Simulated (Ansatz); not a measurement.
**AlClH3NO: molecular dynamics**

Purpose: to follow the molecule's vibrations and see whether its bonds hold. The start is relaxed first. Runs: 300 steps of 1 fs under a Langevin thermostat at 200 K.

All numbers below are computed with Ansatz 0.2.0 (RKS PBE/def2-SVP).

## Step 1: The system as given

Bond lengths: Al1–Cl2 2.230 Å, Al1–O3 1.780 Å, O3–H4 1.010 Å, Al1–N5 1.920 Å, N5–H6 1.060 Å, N5–H7 1.060 Å. Angles: Cl2–Al1–O3 120.0°, Cl2–Al1–N5 120.0°, O3–Al1–N5 120.0°, Al1–O3–H4 109.5°, Al1–N5–H6 120.0°, Al1–N5–H7 120.0°, H6–N5–H7 120.0°.

As a file:

```xyz
7

Al    0.0000    0.0000    0.0000
Cl    0.0000    0.0000    2.2300
O     1.5415    0.0000   -0.8900
H     1.8414   -0.9519   -1.0449
N    -1.6627    0.0000   -0.9600
H    -2.3316   -0.8164   -0.8614
H    -1.9118    0.8164   -1.5886
```

## Step 2: Relaxing the start

The input, input.yaml:

```yaml
crystal:
  periodic: [false, false, false]
  atoms:
    - { symbol: Al, position_ang: [0.0, 0.0, 0.0] }
    - { symbol: Cl, position_ang: [0.0, 0.0, 2.23] }
    - { symbol: O, position_ang: [1.5415, 0.0, -0.89] }
    - { symbol: H, position_ang: [1.8414, -0.9519, -1.0449] }
    - { symbol: "N", position_ang: [-1.6627, 0.0, -0.96] }
    - { symbol: H, position_ang: [-2.3316, -0.8164, -0.8614] }
    - { symbol: H, position_ang: [-1.9118, 0.8164, -1.5886] }
basis:
  gaussian: { orbitals: def2-SVP }
hamiltonian:
  xc: pbe
relax:
  f_tol: 0.02
  max_steps: 40
```

On the command line:

```console
$ ansatz run input.yaml --threads 1 --pin off --max-ram 2048MiB --backend cpu --events-out ev --progress --plain --runs-dir out
```

Log, cut to the lines that bear on the results:

```text
Warning: RAYON_NUM_THREADS=1 ignored (pool sized by the plan → 1); use --threads N
[...]
Functional definition: PBE
[...]
877 factors; their error is unknown
[...]
mean field -22687.29486833 eV, -833.7427084105 hartree, gradient 7.3e-5 eV, S^2 0.000000; 0 other end points of the search recorded, 0 dependent functions left out
[...]
reference -22687.29490644 eV, -833.7427098109 hartree; 24, 24 occupied and 55, 55 virtual orbitals, 877 factors
relax step   1: F+E_penalty+E_count = -22687.29486833 eV  Δ(F+E_penalty+E_count) = +0.000e0 eV  max|allowed force component| = 1.578e0 eV/Å  Δτ_max = 0.0000 Å  (25 SCF iters, accepted)
[...]
relax step   3: F+E_penalty+E_count = -22687.89804187 eV  Δ(F+E_penalty+E_count) = -1.708e-1 eV  max|allowed force component| = 1.169e0 eV/Å  Δτ_max = 0.1947 Å  (32 SCF iters, accepted)
[...]
relax step   5: F+E_penalty+E_count = -22688.06933817 eV  Δ(F+E_penalty+E_count) = -5.888e-2 eV  max|allowed force component| = 2.010e-1 eV/Å  Δτ_max = 0.2000 Å  (27 SCF iters, accepted)
[...]
relax step   7: F+E_penalty+E_count = -22688.09666437 eV  Δ(F+E_penalty+E_count) = -5.704e-3 eV  max|allowed force component| = 2.670e-1 eV/Å  Δτ_max = 0.0442 Å  (27 SCF iters, accepted)
[...]
relax step   9: F+E_penalty+E_count = -22688.12475347 eV  Δ(F+E_penalty+E_count) = -6.160e-3 eV  max|allowed force component| = 6.719e-2 eV/Å  Δτ_max = 0.0915 Å  (26 SCF iters, accepted)
[...]
relax step  10: F+E_penalty+E_count = -22688.12556163 eV  Δ(F+E_penalty+E_count) = -8.082e-4 eV  max|allowed force component| = 5.687e-3 eV/Å  Δτ_max = 0.0275 Å  (28 SCF iters, accepted)
877 factors; their error is unknown
[...]
mean field -22688.12556163 eV, -833.7732358261 hartree, gradient 1.3e-5 eV, S^2 0.000000; 1 other end points of the search recorded, 0 dependent functions left out
[...]
reference -22688.12559711 eV, -833.7732371299 hartree; 24, 24 occupied and 55, 55 virtual orbitals, 877 factors
Total energy: -22688.12559711 eV, -833.7732371299 hartree
Atom 0 at    -0.040311    -0.166054     0.067516 Å, force     0.001857    -0.001498    -0.002355 eV/Å
Atom 1 at    -0.200418    -0.198893     2.170024 Å, force     0.003911    -0.000472    -0.000977 eV/Å
Atom 2 at     1.544387    -0.261999    -0.571348 Å, force     0.001322    -0.001570     0.002089 eV/Å
Atom 3 at     1.759759    -0.279650    -1.515428 Å, force    -0.002613     0.002993     0.001890 eV/Å
Atom 4 at    -1.528616    -0.043952    -0.889266 Å, force    -0.002945     0.000472     0.005687 eV/Å
Atom 5 at    -2.459217     0.001983    -0.469210 Å, force    -0.004838     0.003195    -0.002470 eV/Å
Atom 6 at    -1.598784    -0.003335    -1.907187 Å, force     0.003307    -0.003120    -0.003864 eV/Å
Dipole moment:    -0.273120     0.027946    -0.696302 e Å
```

Run time: 27 s. Hardware: 1 thread of Arm Neoverse V1, shared host; peak memory 0.14 GiB.

Relaxation path:

```csv
step,energy from step 1 (eV),largest force component (eV/Å)
1,0.0000,1.5775
2,-0.4323,1.1457
3,-0.6032,1.1694
4,-0.7156,0.3675
5,-0.7745,0.2010
6,-0.7961,0.3109
7,-0.8018,0.2670
8,-0.8237,0.1063
9,-0.8299,0.0672
10,-0.8307,0.0057
```

Step 1 is the start.

After: Bond lengths: Al1–Cl2 2.109 Å, Al1–O3 1.711 Å, O3–H4 0.968 Å, Al1–N5 1.774 Å, N5–H6 1.022 Å, N5–H7 1.021 Å. Angles: Cl2–Al1–O3 116.2°, Cl2–Al1–N5 118.4°, O3–Al1–N5 125.4°, Al1–O3–H4 124.8°, Al1–N5–H6 123.1°, Al1–N5–H7 126.7°, H6–N5–H7 110.2°.

## Step 3: The run

300 steps of 1 fs under a Langevin thermostat at 200 K, from the relaxed start.

The input, input.yaml:

```yaml
crystal:
  periodic: [false, false, false]
  atoms:
    - { symbol: Al, position_ang: [-0.040311, -0.166054, 0.067516] }
    - { symbol: Cl, position_ang: [-0.200418, -0.198893, 2.170024] }
    - { symbol: O, position_ang: [1.544387, -0.261999, -0.571348] }
    - { symbol: H, position_ang: [1.759759, -0.27965, -1.515428] }
    - { symbol: "N", position_ang: [-1.528616, -0.043952, -0.889266] }
    - { symbol: H, position_ang: [-2.459217, 0.001983, -0.46921] }
    - { symbol: H, position_ang: [-1.598784, -0.003335, -1.907187] }
basis:
  gaussian: { orbitals: def2-SVP }
hamiltonian:
  xc: pbe
md:
  timestep: 1.0
  n_steps: 300
  ensemble: nvt_langevin
  temperature: 200.0
  initial_velocities: maxwell_boltzmann
  seed: 846052
  friction: 0.05
```

On the command line:

```console
$ ansatz run input.yaml --threads 1 --pin off --max-ram 2048MiB --backend cpu --events-out ev --progress --plain --runs-dir out
```

Log, cut to the lines that bear on the results:

```text
Warning: RAYON_NUM_THREADS=1 ignored (pool sized by the plan → 1); use --threads N
[...]
[... 1 set-up line as earlier in the session ...]
[...]
877 factors; their error is unknown
[...]
mean field -22688.12556065 eV, -833.7732357901 hartree, gradient 5.2e-5 eV, S^2 0.000000; 0 other end points of the search recorded, 0 dependent functions left out
[...]
reference -22688.12559606 eV, -833.7732370913 hartree; 24, 24 occupied and 55, 55 virtual orbitals, 877 factors
md step     0: t =     0.00 fs  T =   171.4 K  F+E_penalty+E_count = -22688.12556065 eV  E_kin = 0.155112 eV  (26 SCF iters)
[...]
md step    22: t =    22.00 fs  T =   182.2 K  F+E_penalty+E_count = -22688.05524312 eV  E_kin = 0.164894 eV  (29 SCF iters)
[...]
md step    44: t =    44.00 fs  T =   144.4 K  F+E_penalty+E_count = -22687.97041805 eV  E_kin = 0.130617 eV  (27 SCF iters)
[...]
md step    66: t =    66.00 fs  T =   258.1 K  F+E_penalty+E_count = -22687.93058164 eV  E_kin = 0.233555 eV  (28 SCF iters)
[...]
md step    88: t =    88.00 fs  T =   158.7 K  F+E_penalty+E_count = -22687.89897686 eV  E_kin = 0.143598 eV  (29 SCF iters)
md step    89: t =    89.00 fs  T =   222.1 K  F+E_penalty+E_count = -22687.94406451 eV  E_kin = 0.200932 eV  (29 SCF iters)
```

## Step 4: More of the same log: dynamics from the start

The log, continued, cut to the lines that bear on the results:

```text
md step    90: t =    90.00 fs  T =   229.5 K  F+E_penalty+E_count = -22687.93563262 eV  E_kin = 0.207700 eV  (28 SCF iters)
[...]
md step   119: t =   119.00 fs  T =   198.7 K  F+E_penalty+E_count = -22688.04132606 eV  E_kin = 0.179824 eV  (28 SCF iters)
[...]
md step   148: t =   148.00 fs  T =    76.3 K  F+E_penalty+E_count = -22688.01554623 eV  E_kin = 0.068998 eV  (29 SCF iters)
[...]
md step   177: t =   177.00 fs  T =   183.9 K  F+E_penalty+E_count = -22688.05567863 eV  E_kin = 0.166364 eV  (27 SCF iters)
[...]
md step   205: t =   205.00 fs  T =   130.5 K  F+E_penalty+E_count = -22688.07433571 eV  E_kin = 0.118077 eV  (28 SCF iters)
md step   206: t =   206.00 fs  T =   120.9 K  F+E_penalty+E_count = -22688.06028242 eV  E_kin = 0.109408 eV  (28 SCF iters)
```

## Step 5: More of the same log: dynamics from the start

The log, continued, cut to the lines that bear on the results:

```text
md step   207: t =   207.00 fs  T =   132.1 K  F+E_penalty+E_count = -22688.07887664 eV  E_kin = 0.119561 eV  (28 SCF iters)
[...]
md step   230: t =   230.00 fs  T =   157.0 K  F+E_penalty+E_count = -22688.11580386 eV  E_kin = 0.142020 eV  (29 SCF iters)
[...]
md step   253: t =   253.00 fs  T =   126.2 K  F+E_penalty+E_count = -22688.02699066 eV  E_kin = 0.114151 eV  (27 SCF iters)
[...]
md step   276: t =   276.00 fs  T =    91.9 K  F+E_penalty+E_count = -22688.12439962 eV  E_kin = 0.083184 eV  (28 SCF iters)
[...]
md step   299: t =   299.00 fs  T =   146.8 K  F+E_penalty+E_count = -22688.09229764 eV  E_kin = 0.132808 eV  (28 SCF iters)
[...]
md step   300: t =   300.00 fs  T =   172.7 K  F+E_penalty+E_count = -22688.10552074 eV  E_kin = 0.156258 eV  (26 SCF iters)
Total energy: -22688.10555644 eV, -833.7725006489 hartree
Atom 0 at     0.037357    -0.016616     0.018648 Å, force     0.241736    -0.308948     0.726691 eV/Å
Atom 1 at     0.035038    -0.213252     2.140320 Å, force    -0.090597     0.033761    -0.128226 eV/Å
Atom 2 at     1.448296    -0.431461    -0.819448 Å, force     0.406625    -0.089061    -0.394410 eV/Å
Atom 3 at     2.303588    -0.826765    -0.580253 Å, force    -0.397605     0.209420     0.078188 eV/Å
Atom 4 at    -1.416988     0.475278    -0.831561 Å, force    -0.094589     0.615913    -1.618322 eV/Å
Atom 5 at    -2.365922     0.580685    -0.470472 Å, force     0.074023     0.050073     0.084675 eV/Å
Atom 6 at    -1.371726     0.813662    -1.832701 Å, force    -0.139593    -0.511159     1.251404 eV/Å
Dipole moment:    -0.046125     0.063666    -0.324594 e Å
```

It took 10 min on 1 thread of Arm Neoverse V1, shared host; peak memory 0.14 GiB.

## Step 6: The trajectory

The trajectory, every 22 steps (energies from step 0):

```csv
time (fs),T (K),potential energy change (meV/atom)
0.0,171,0.0
22.0,182,10.0
44.0,144,22.2
66.0,258,27.9
88.0,159,32.4
110.0,282,14.1
132.0,136,9.2
154.0,184,10.1
176.0,173,12.6
198.0,146,6.8
220.0,140,0.2
242.0,210,6.6
264.0,182,1.3
286.0,122,1.0
300.0,173,2.9
```

time (fs), T (K) and a bar:
```
      0.0        171 ##########
     13.0        209 ################
     26.0        154 ########
     39.0        168 ##########
     52.0        174 ###########
     65.0        220 ##################
     78.0        302 ##############################
     91.0        229 ###################
    104.0        251 ######################
    117.0        210 ################
    130.0        133 ####
    143.0        104 
    157.0        211 ################
    170.0        154 ########
    183.0        165 #########
    196.0        174 ###########
    209.0        234 ####################
    222.0        121 ###
    235.0        206 ###############
    248.0        209 ################
    261.0        195 ##############
    274.0        113 #
    287.0        166 #########
    300.0        173 ##########
```

## Step 7: Frames from the trajectory

Positions (Å) and forces (eV/Å):

```xyz
7
time_fs=38.0 T=140 dE=0.1471
Al   -0.040   -0.207    0.009    0.091   -0.174    1.142
Cl   -0.168   -0.228    2.182    0.203    0.054   -0.814
O     1.499   -0.259   -0.716    0.120   -0.164   -0.279
H     1.958   -0.699   -1.456   -0.406    0.262    0.412
N    -1.631   -0.134   -0.750    0.001   -0.174   -1.960
H    -2.545   -0.222   -0.301    0.102    0.034   -0.011
H    -1.711   -0.209   -1.807   -0.112    0.162    1.510
7
time_fs=75.0 T=193 dE=0.1561
Al   -0.095   -0.173    0.028    0.922   -0.176   -0.231
Cl   -0.135   -0.280    2.100   -0.150    0.046    0.704
O     1.449   -0.218   -0.649   -0.562    0.387    0.249
H     2.129   -0.661   -1.137    0.469   -0.368   -0.394
N    -1.598   -0.040   -0.842   -1.312    0.249   -1.433
H    -2.466    0.297   -0.412    0.117   -0.151    0.188
H    -1.792   -0.079   -1.870    0.517    0.011    0.916
7
time_fs=112.0 T=262 dE=0.1558
Al   -0.010   -0.042   -0.048   -0.309    0.104    0.474
Cl   -0.079   -0.219    2.087   -0.006    0.042   -0.341
O     1.513   -0.104   -0.843    0.629   -1.894    0.132
H     1.893   -1.034   -0.691   -0.321    1.691   -0.341
N    -1.583    0.129   -0.848    1.457   -0.176    0.235
H    -2.372    0.276   -0.259   -1.210    0.154    0.472
H    -1.789    0.124   -1.831   -0.241    0.078   -0.630
7
time_fs=150.0 T=103 dE=0.1054
Al    0.083   -0.004   -0.071   -1.641    0.016   -0.202
Cl   -0.044   -0.173    2.035    0.088    0.054    0.025
O     1.492   -0.182   -0.949   -0.327    0.716   -0.558
H     2.232   -0.764   -0.942    1.032   -0.721    0.134
N    -1.511    0.294   -0.883    0.537   -0.182    0.681
H    -2.331    0.291   -0.276   -0.100    0.099    0.282
H    -1.870    0.193   -1.829    0.410    0.018   -0.362
7
time_fs=188.0 T=132 dE=0.0728
Al    0.091   -0.034   -0.022   -2.153    0.268    0.444
Cl    0.004   -0.235    2.114    0.123    0.057   -0.452
O     1.458   -0.197   -0.969    1.900   -0.786   -0.328
H     2.295   -0.685   -0.757   -0.954    0.617   -0.190
N    -1.479    0.261   -0.921    1.273   -0.206    0.997
H    -2.294    0.753   -0.543    0.085   -0.133   -0.209
H    -1.413    0.276   -1.935   -0.274    0.183   -0.263
7
time_fs=225.0 T=124 dE=0.0357
Al    0.030    0.004    0.009   -0.581    0.155    0.017
Cl    0.022   -0.263    2.110   -0.012    0.017   -0.028
O     1.456   -0.213   -0.909    0.891   -0.824    0.567
H     2.085   -0.802   -0.413   -0.306    0.605   -0.651
N    -1.446    0.372   -0.900    0.210    0.178   -1.501
H    -2.317    0.775   -0.567   -0.174    0.007    0.158
H    -1.405    0.466   -1.957   -0.029   -0.138    1.439
7
time_fs=262.0 T=182 dE=0.0466
Al    0.080    0.016    0.051   -0.279   -0.139    0.892
Cl    0.050   -0.258    2.189   -0.079    0.149   -0.518
O     1.478   -0.352   -0.807   -0.676    0.179   -0.762
H     2.382   -0.515   -0.592    1.034   -0.216    0.387
N    -1.349    0.515   -0.864    1.642   -0.364   -1.748
H    -2.247    0.736   -0.511   -1.309    0.324    0.330
H    -1.280    0.539   -1.920   -0.334    0.066    1.419
7
time_fs=300.0 T=173 dE=0.0200
Al    0.037   -0.017    0.019    0.242   -0.309    0.727
Cl    0.035   -0.213    2.140   -0.091    0.034   -0.128
O     1.448   -0.431   -0.819    0.407   -0.089   -0.394
H     2.304   -0.827   -0.580   -0.398    0.209    0.078
N    -1.417    0.475   -0.832   -0.095    0.616   -1.618
H    -2.366    0.581   -0.470    0.074    0.050    0.085
H    -1.372    0.814   -1.833   -0.140   -0.511    1.251
```

## Step 8: Outcome

| quantity | value |
| --- | --- |
| relaxation of the start | 9 moves, 0.831 eV lower |
| length | 300 steps of 1 fs |
| temperature, first and last step | 171 and 173 K |
| temperature, second half | mean 167 K, from 81 to 278 K |
| potential energy, second half | +5 meV/atom from the start |
| bonds formed or broken | 0 |

In words: Against a set 200 K the second half averages 167 K with a spread of 41 K. No bond forms or breaks. A run of 300 fs with 7 atoms shows the motion but fixes no equilibrium value. The nuclei move classically, without zero-point motion, which matters most for hydrogen.
